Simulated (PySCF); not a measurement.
# A diatomic session: TeCl

An exercise on one series of results from a longer session: the logs are not shown, and one member is left open.

Method: Te x2c-SVPall, Cl x2c-SVPall, spin-free X2C with a Gaussian nucleus; program: PySCF 2.14.0.

Set-up of the first run:

A driver script around PySCF takes these settings:

```
atoms                         : Te, Cl
charge                        : 0
basis                         : Te x2c-SVPall, Cl x2c-SVPall
Hamiltonian                   : spin-free X2C with a Gaussian nucleus
basis functions               : 54
electrons treated             : 69
masses in u                   : 129.9062, 34.9689
levels                        : PBE0, PBE, r²SCAN, B3LYP, B97-3, r²SCANh, LC-ωPBE, HF, MP2, SCS-MP2, CCSD, CCSD(T)
grid                          : 80 radial by 434 angular points
occupations                   : held fixed by the projection of orbital angular momentum
dissociation limit            : Te + Cl, each in its ground configuration
starting distance in angstrom : 2.290
values of 2S to try           : 1, 3
```

On the command line:

```bash
OMP_NUM_THREADS=1 python dia.py task.json out
```

Among the steps run: Input; First curve: PBE0; Other states along the same grid; PBE; r²SCAN; B3LYP (global hybrid GGA); B97-3; r²SCANh (hybrid meta-GGA); LC-ωPBE (range-separated hybrid); UHF (mean field); MP2 and coupled cluster.

One of the session's tables, all rows but one given; the rest of the session is left out.

It belongs to the step «The curves together». Energy (eV) from each level's lowest point:

```
R (Å)    UHF  UHF-MP2  UHF-SCS-MP2  UHF-CCSD  UHF-CCSD(T)
2.026  1.433    1.396        1.444       n/a          n/a
2.120  0.644    0.621        0.655     0.670        0.685
2.215  0.211    0.199        0.220     0.229        0.239
2.285      ?        ?            ?         ?            ?
2.356  0.000    0.000        0.000     0.000        0.000
2.427  0.025    0.029        0.019     0.013        0.008
2.521  0.146    0.155        0.133     0.115        0.102
2.639  0.377    0.463        0.434     0.329        0.308
2.780  0.619    1.007        0.984     0.660        0.633
2.969  0.810    1.481        1.449       n/a          n/a
```

Estimate the missing values for R (Å) = 2.285.

Worked estimate for «UHF». A straight line through the neighbours (2.215, 0.211) and (2.356, 0.000) gives 0.211 + (0.000 − 0.211) × (2.285 − 2.215) / (2.356 − 2.215) = 0.106; a parabola fitted to 4 rows on both sides gives 0.049.

The run gave: UHF: 0.053; UHF-MP2: 0.048; UHF-SCS-MP2: 0.058; UHF-CCSD: 0.063; UHF-CCSD(T): 0.068. In «UHF» the line misses by +0.053 and the parabola by -0.004.
